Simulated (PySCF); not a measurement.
# TcOCl₂: doublet, from a PBE minimum start

Where does doublet TcOCl₂ go from a PBE minimum start, is the end point a minimum, and what are its modes, charges and moments?

The runs use PySCF 2.14.0; PBE, basis Tc def2-SVP with ECP28, O def2-SVP, Cl def2-SVP, scalar-relativistic core potentials, no spin–orbit coupling, density fitting.

## Step 1: The starting structure

4 atoms, charge 0, spin multiplicity 2.

Bond lengths: Tc1–O2 1.636 Å, Tc1–Cl3 2.234 Å, Tc1–Cl4 2.234 Å. Angles: O2–Tc1–Cl3 121.8°, O2–Tc1–Cl4 121.8°, Cl3–Tc1–Cl4 116.3°.

Z-matrix (Å, degrees; charge 0 multiplicity 2):
```
Tc
O  1 1.6356
Cl 1 2.2337 2 121.84
Cl 1 2.2337 2 121.84 3 180.00
```

## Step 2: The SCF at the typed geometry

One driver script runs all steps and calls PySCF; scf.py shows how it sets up the SCF of each step. The optimiser is the driver's own. After this first run the driver tries any further starts and a stability analysis.

The input, scf.py:

```python
from pyscf import gto, scf, dft
mol = gto.M(atom='''
Tc    -0.152149    -0.263521     0.000000
O     -0.969973    -1.679993     0.000000
Cl     2.080408    -0.191951     0.000000
Cl    -1.206394     1.705742    -0.000000''',
    basis={'Tc': 'def2-SVP', 'O': 'def2-SVP', 'Cl': 'def2-SVP'},
    ecp={'Tc': 'def2-SVP'},
    charge=0, spin=1)
mf = dft.UKS(mol, xc='PBE')
mf.grids.atom_grid = (50, 194)
aux = {'Tc': 'def2-universal-JKFIT', 'O': 'def2-universal-JKFIT', 'Cl': 'def2-universal-JKFIT'}
mf = mf.density_fit(auxbasis=aux)
mf.conv_tol = 1e-08
mf.diis_space = 10
mf.max_cycle = 60
mf.init_guess = 'minao'
mf.verbose = 4
mf.kernel()
```

Command:

```bash
$ OMP_NUM_THREADS=2 python axn.py task.json out
```

The log of the run:

```text
init E= -1067.56317889773
[... the frontier-level lines of each cycle are left out ...]
cycle= 1 E= -1075.56315259626  delta_E=   -8  |g|= 0.677  |ddm|= 2.42
cycle= 2 E= -1070.81738416082  delta_E= 4.75  |g|= 2.87  |ddm|= 2.34
cycle= 3 E= -1075.61230790661  delta_E= -4.79  |g|= 0.532  |ddm|= 2.19
cycle= 4 E= -1075.52558749463  delta_E= 0.0867  |g|= 0.651  |ddm|= 0.984
cycle= 5 E= -1075.75259043632  delta_E= -0.227  |g|= 0.119  |ddm|= 0.652
cycle= 6 E= -1075.75796022357  delta_E= -0.00537  |g|= 0.0411  |ddm|= 0.142
cycle= 7 E= -1075.75846933092  delta_E= -0.000509  |g|= 0.0258  |ddm|= 0.0337
cycle= 8 E= -1075.75865579085  delta_E= -0.000186  |g|= 0.014  |ddm|= 0.00778
cycle= 9 E= -1075.75873275022  delta_E= -7.7e-05  |g|= 0.00131  |ddm|= 0.00863
cycle= 10 E= -1075.75873356301  delta_E= -8.13e-07  |g|= 0.000228  |ddm|= 0.00136
cycle= 11 E= -1075.75873357331  delta_E= -1.03e-08  |g|= 0.000212  |ddm|= 0.000493
cycle= 12 E= -1075.75873359696  delta_E= -2.37e-08  |g|= 8.14e-05  |ddm|= 0.000308
cycle= 13 E= -1075.75873360191  delta_E= -4.96e-09  |g|= 3.55e-05  |ddm|= 0.000163
Extra cycle  E= -1075.7587335906  delta_E= 1.13e-08  |g|= 0.000168  |ddm|= 0.000158
converged SCF energy = -1075.7587335906  <S^2> = 0.75645273  2S+1 = 2.0064424
```

This step, with its further starts and checks, took 34 s on 2 threads of Arm Neoverse N1, shared host.

The starts that the driver tried:

| start | energy (Eh) |
| --- | --- |
| the minimal-basis guess | -1075.758734 |
| a thermally smeared density | -1075.758734 |
| a smeared PBE density | -1075.758734 |

The test of internal stability and the other starts found no lower solution of this spin.

## Step 3: Relaxation: PBE minimum start, doublet

The program finds C2v symmetry in the start, which this walk keeps.

scf.py: that of step 2 with these lines changed.

```diff
@@ -6 +6 @@
-Cl    -1.206394     1.705742    -0.000000''',
+Cl    -1.206394     1.705742     0.000000''',
@@ -17 +16,0 @@
-mf.init_guess = 'minao'
```

The optimiser's trace:

```
step   energy (Eh)  change (kJ/mol)  largest symmetric gradient (Eh/bohr)
   0  -1075.758734             0.00                               0.00003
```

The walk took 3.3 s.

End point (C2v, 0 steps, 0.0 kJ/mol gained): Tc–Cl 2.234 Å (×2), Tc–O 1.636 Å; Cl–Tc–Cl 116.3°, Cl–Tc–O 121.8° (×2).

## Step 4: Vibrations and properties at this point

On the finer grid the gradient is checked again; gradients at displacements of ±0.02 bohr then give force constants and infrared intensities.

scf.py: that of step 3 with these lines changed.

```diff
@@ -11 +11 @@
-mf.grids.atom_grid = (50, 194)
+mf.grids.atom_grid = (75, 302)
@@ -14 +14 @@
-mf.conv_tol = 1e-08
+mf.conv_tol = 1e-10
```

The driver hands on the density of the step before, so the log starts near convergence.

Log of the central SCF (cycles and frontier levels):

```text
init E= -1075.75872689017
[... the frontier-level lines of each cycle are left out ...]
cycle= 1 E= -1075.7587268901  delta_E= 6.71e-11  |g|= 1.04e-05  |ddm|= 2.01e-05
cycle= 2 E= -1075.75872688948  delta_E= 6.23e-10  |g|= 3.47e-05  |ddm|= 5.48e-05
cycle= 3 E= -1075.75872689012  delta_E= -6.34e-10  |g|= 1.25e-05  |ddm|= 3.77e-05
cycle= 4 E= -1075.75872689018  delta_E= -6.48e-11  |g|= 1.4e-06  |ddm|= 9.71e-06
Extra cycle  E= -1075.75872689016  delta_E= 1.84e-11  |g|= 5.71e-06  |ddm|= 7.18e-06
converged SCF energy = -1075.75872689016  <S^2> = 0.75644615  2S+1 = 2.0064358
```

The whole step took 75 s.

Geometry: C2v; Tc–Cl 2.234 Å (×2), Tc–O 1.636 Å; Cl–Tc–Cl 116.3°, Cl–Tc–O 121.8° (×2).

Modes, for the most abundant isotopes:

```csv
symmetry,ω (cm⁻¹),IR (km/mol),μ (u)
a1,101,0.4,38.17
b1,120,1.6,27.98
b2,160,2.6,19.01
a1,385,16.4,37.35
b2,430,67.9,45.49
a1,1061,137,18.11
```

All wavenumbers are real: a minimum.

Properties at this point:

```yaml
Dipole_moment: 0.03 D
Highest_occupied_level: -5.67 eV
Lowest_empty_level: -4.96 eV
Rotational_constants: 0.1373, 0.06693, 0.045 cm⁻¹
Zero-point_energy: 13.5 kJ/mol
Principal_polarisabilities: 42.6, 60.0, 74.9 bohr³
Atomisation_energy_without_zero-point_energy: 1472 kJ/mol
Principal_traceless_quadrupole_moments_about_the_centre_of_mass: -0.70, 0.17, 0.53 D Å
Entropy_at_298.15_K_and_1_bar_electronic_part_spin_only: 336.3 J/(mol K)
Heat_capacity_Cp_at_298.15_K: 70.9 J/(mol K)
Enthalpy_at_298.15_K_above_0_K: 16.98 kJ/mol
Rotational_symmetry_number: 2
Spin_squared_⟨S²⟩: 0.756
```

Charges (e) and bond orders:

```tsv
atom	Mulliken	Löwdin	polar tensor	spin (Mulliken)	Mayer order to Tc1
Tc1	0.47	-0.48	1.31	0.93	–
O2	-0.23	0.04	-0.56	-0.08	2.22
Cl3,4	-0.12	0.22	-0.38	0.07	1.30
```

Outer orbital energies (eV). α occupied: -10.55, -9.38, -9.37, -8.85, -8.83, -8.45, -6.24, -5.95; empty: -4.89, -3.76, -3.70, -0.36. β occupied: -11.04, -10.45, -9.37, -8.91, -8.83, -8.67, -8.42, -5.67; empty: -4.96, -4.60, -3.48, -3.40.

Mulliken populations on Tc1 (outside its core potential): s 2.56, p 6.46, d 5.47, f 0.04.

## Step 5: Outcome

```
                                          quantity                                                                   value
                                           minimum                                                            doublet, C2v
                                          geometry  Tc–Cl 2.234 Å (×2), Tc–O 1.636 Å; Cl–Tc–Cl 116.3°, Cl–Tc–O 121.8° (×2)
                                wavenumbers (cm⁻¹)             101 (a1), 120 (b1), 160 (b2), 385 (a1), 430 (b2), 1061 (a1)
                                     dipole moment                                                                  0.03 D
highest occupied, lowest empty level (either spin)                                                         -5.67, -4.96 eV
                        polar-tensor charge of Tc1                                                                 +1.31 e
                                 zero-point energy                                                             13.5 kJ/mol
                               entropy at 298.15 K                                                         336.3 J/(mol K)
         atomisation energy (no zero-point energy)                                                             1472 kJ/mol
                                              ⟨S²⟩                                                                   0.756
```

**Reading.** The molecule stays C2v, as typed, and the end point is a minimum. In the infrared the band at 1061 cm⁻¹ (a1, stretch) leads. Most of the spin sits on Tc1 (Mulliken spin 0.93, against 1 for the whole molecule). Other starts or spin states, not run here, may lie lower. One determinant may miss the lowest occupation of an open d or f shell.

The search up to here took 1.9 min.
